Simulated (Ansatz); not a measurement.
Crystal: AlIn.

```
Al In
1.0
     3.05413    0.00000    0.00000
    -1.52707    2.64496    0.00000
     0.00000    0.00000    5.82802
Al In
1 1
Direct
  0.00000 0.00000 0.00000
  0.00000 0.00000 0.50000
```

The cell was built by a generator and needn't be a form met in nature.

| Property | Result |
| --- | --- |
| Program | Ansatz 0.2.0 |
| Task | relaxation of cell and atoms |
| Functional | HF |
| Potentials or basis | Ansatz PAW |
| Cutoff | 420 eV (not typed: the program's choice for these potentials) |
| k mesh | 5 × 5 × 3 |
| Occupations | fermi-dirac, width 0.05 eV |
| Spin | no spin polarisation |

At the start: volume 23.54 Å³/atom.

Q: Where does the relaxation end?

A: It ends after 6 steps and the volume is 24.84 Å³/atom (+5.5 %); space group P6/mmm (No. 191, to 0.05 Å).

Step by step:
| step | energy change (eV) | largest force (eV/Å) | volume (Å³) |
| --- | --- | --- | --- |
| 1 | 0.0000 | 0.0000 | 47.08 |
| 2 | -0.0226 | 0.0000 | 50.55 |
| 3 | -0.0303 | 0.0000 | 49.98 |
| 4 | -0.0306 | 0.0000 | 49.63 |
| 5 | -0.0306 | 0.0000 | 49.68 |
| 6 | -0.0311 | 0.0000 | 49.68 |

Final structure:
```
Al In
1.0
     3.08995    0.00000    0.00000
    -1.54498    2.67598    0.00000
     0.00000    0.00000    6.00838
Al In
1 1
Cartesian
  0.0000 0.0000 0.0000
  0.0000 0.0000 3.0042
```

Caveat: the k mesh is coarse (spacing up to 0.48 Å⁻¹), so the values aren't converged, least of all with exact exchange; the plane-wave basis is chosen anew once the cell has moved, so the energies of steps on either side of that aren't comparable; the PAW data sets come from PBE, with cores solved anew for the run's functional, which leaves a small shift of forces and pressure.
